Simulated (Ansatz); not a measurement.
# Ta (bcc type): the cost of one run

Method: DFT, LDA, all-electron LAPW, scalar-relativistic, in Ansatz 0.2.0.

## Step 1: The system as given

Symmetry: Im-3m, No. 229, cubic system. Conventional cell: a = 3.253 Å, b = 3.253 Å, c = 3.253 Å, α = 90.00°, β = 90.00°, γ = 90.00°. Around Ta (site symmetry m-3m) lie 8 Ta at 2.82 Å.

Structure file:

```cif
data_structure
_symmetry_space_group_name_H-M 'P 1'
_symmetry_Int_Tables_number 1
_cell_length_a 4.6002
_cell_length_b 4.6002
_cell_length_c 2.8171
_cell_angle_alpha 90.000
_cell_angle_beta 90.000
_cell_angle_gamma 120.000
_cell_volume 51.63
loop_
_atom_site_label
_atom_site_type_symbol
_atom_site_fract_x
_atom_site_fract_y
_atom_site_fract_z
_atom_site_occupancy
Ta1 Ta 0.00000 0.00000 0.00000 1
Ta2 Ta 0.33333 0.66667 0.33333 1
Ta3 Ta 0.66667 0.33333 0.66667 1
```

Atoms are numbered in the order of the input: Ta1, Ta2, Ta3.

## Step 2: Bulk in the slab's orientation, LAPW

input.yaml

```yaml
crystal:
  lattice:
    - [0.0, 3.2528507656, -3.2528507656]
    - [-3.2528507656, 0.0, 3.2528507656]
    - [1.6264253828, 1.6264253828, 1.6264253828]
  atoms:
    - { symbol: Ta, position: [0.0, 0.0, 0.0] }
    - { symbol: Ta, position: [0.333333333, 0.666666667, 0.333333333] }
    - { symbol: Ta, position: [0.666666667, 0.333333333, 0.666666667] }
kpoints:
  mp_grid: { grid: [10, 10, 14] }
scf:
  occupations: { method: fermi_dirac, width: 0.05 }
hamiltonian:
  xc: lda
  pseudopotentials: { kind: all_electron, lapw: { basis_error: 0.001 } }
output:
  forces: true
  stress: true
  eigenvalues: true
```

Started as:

```console
$ ansatz run input.yaml --threads 2 --pin off --max-ram 4096MiB --backend cpu --events-out ev --progress --plain --runs-dir out
```

**Question.** How long does this run take on 2 threads of Intel Xeon Platinum 8488C (Sapphire Rapids), shared host, and how much memory does it need?

About 92 s, with a peak of 1.4 GiB.
